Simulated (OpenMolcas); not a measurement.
**Tm³⁺ among point charges: CASSCF and CASPT2 levels and susceptibility**

How does a field of 6 point charges split the states of Tm³⁺, and what χT follows?

Method: state-averaged CASSCF and CASPT2, spin-orbit coupling by RASSI with atomic mean-field integrals. Code: OpenMolcas 26.06.

## (1) Starting point

```
Species                           : Tm³⁺ (thulium, Z = 69, 66 electrons)
Basis                             : ANO-RCC-VDZP [7s6p4d2f1g], 68 functions
Scalar Hamiltonian                : DKH2, point nucleus
Inactive shells                   : 1s 2s 2p 3s 3p 3d 4s 4p 4d 5s 5p
Active space                      : 12 electrons in 7 orbitals (4f)
Some configurations of this space : 4f12
Orbitals                          : optimised for the highest spin of each parity, averaged over all roots
```

The outer shells:

4f12
```
4f [↑↓][↑↓][↑↓][↑↓][↑↓][↑ ][↑ ]
```

The ion sits among 6 point charges of -0.75 e arranged as a tetragonal octahedron (D4h), 2.78 Å from the ion, with the axial distance 2.669 Å.

Each step is its own input file, run in one work folder so that later steps find the files of earlier ones. Labels, J, g values, rates, χT and fits are worked out afterwards by a script from the matrices that RASSI stores. The input lists half of the charges; inversion (Group=XYZ) makes the rest.

## (2) One- and two-electron integrals

Input file a.inp:

```
&GATEWAY
Coord
1

Tm 0.0 0.0 0.0
Basis=ANO-RCC-VDZP
Group=XYZ
NoMove
AngMom=0.0 0.0 0.0
AMFI
XField
3 Angstrom 0
2.780000 0.000000 0.000000 -0.750000
0.000000 2.780000 0.000000 -0.750000
0.000000 0.000000 2.668800 -0.750000
&SEWARD
```

The run is started by

```sh
$ OMP_NUM_THREADS=1 MOLCAS_MEM=2252 MOLCAS_PROJECT=a pymolcas a.inp > a.log
```

## (3) Reference wave functions, triplets of even parity, 21 roots

Input file a.inp:

```
&RASSCF
FileOrb=start.orb
Symmetry=1
Spin=3
nActEl=12 0 0
Inactive=15 12
Ras2=0 7
CIRoot=21 21 1
SDav=21
CIMx=300
Iter=120 100
PrWF=0.3
OrbListing=Nothing
MaxOrb=0
>>> COPY $Project.JobIph JOB001
```

start.orb holds the contracted functions of the basis, ordered by shell, or the orbitals of the step before.

## (4) Reference wave functions, singlets of even parity, 28 roots

Input file a.inp:

```
&RASSCF
FileOrb=start.orb
Symmetry=1
Spin=1
nActEl=12 0 0
Inactive=15 12
Ras2=0 7
CIRoot=28 28 1
SDav=28
CIMx=300
Iter=120 100
PrWF=0.3
OrbListing=Nothing
MaxOrb=0
CIOnly
>>> COPY $Project.JobIph JOB002
```

## (5) State interaction with spin-orbit coupling

Input file a.inp:

```
&RASSI
NrOfJobIphs=2 21 27
1 2 3 4 5 6 7 8 9 10 11 12 13 14 15 16 17 18 19 20 21
1 2 3 4 5 6 7 8 9 10 11 12 13 14 15 16 17 18 19 20 21 22 23 24 25 26 27
IphNames
JOB001
JOB002
EJob
SpinOrbit
DIPRint=1.0
SOCoupling=1000.0
Subsets=2
Property=9
'ANGMOM' 1 'ANGMOM' 2 'ANGMOM' 3 'MLTPL  1' 1 'MLTPL  1' 2 'MLTPL  1' 3
'AMFI' 1 'AMFI' 2 'AMFI' 3
SOProperty=3
'ANGMOM' 1 'ANGMOM' 2 'ANGMOM' 3
```

## (6) CASPT2: IPEA 0.25, imaginary shift 0.1 (closed shells correlated: 5s 5p)

Input file a.inp:

```
>>> COPY JOB001 $Project.JobIph
&CASPT2
Multistate=21 1 2 3 4 5 6 7 8 9 10 11 12 13 14 15 16 17 18 19 20 21
NoMult
Frozen=14 9
IPEA=0.25
Imaginary=0.1
MaxIter=60
WThr=0.0 0.3 0.05
PrWF=0.5
NoMix
>>> COPY JOB002 $Project.JobIph
&CASPT2
Multistate=27 1 2 3 4 5 6 7 8 9 10 11 12 13 14 15 16 17 18 19 20 21 22
23 24 25 26 27
NoMult
Frozen=14 9
IPEA=0.25
Imaginary=0.1
MaxIter=60
WThr=0.0 0.3 0.05
PrWF=0.5
NoMix
```

(Steps that only read results are left out.)

**Question.** What will these runs give? Wanted: spin-free ground state; first state of the same spin within the active space; lowest level; next level.

As calculated:

```
                                            quantity                                                                        value
                                              method  SS-CASPT2, IPEA 0.25, imaginary shift 0.1 (closed shells correlated: 5s 5p)
                              spin-free ground state                                               3E, 2-fold in its orbital part
first state of the same spin within the active space                                                              3E at 10.4 cm⁻¹
                                        lowest level                                                                    1-fold A2
                                          next level                                                                    19.9 cm⁻¹
                                         χT at 300 K                                                               7.13 cm³ K/mol
                           effective moment at 300 K                                                                      7.55 μB
```

Cost by method:

```csv
method,time of its own steps,time with the reference
A. CASSCF,9.4 s,9.4 s
"B. SS-CASPT2, IPEA 0.25, imaginary shift 0.1, +5s 5p",8.3 s,18 s
```

Times are of one thread on a shared host.

What this shows: The spin-free ground state (3E) comes to 100 % from free-ion H terms and keeps the highest spin of the shell. The singlets rest on orbitals optimised for another spin in at least one step, which raises them against the optimised states. Not all states of the active space went into the spin-orbit step. CASPT2 does not keep the components of a term degenerate, and the means are used. Point charges carry no covalency, so the field is a model and not that of real ligands.
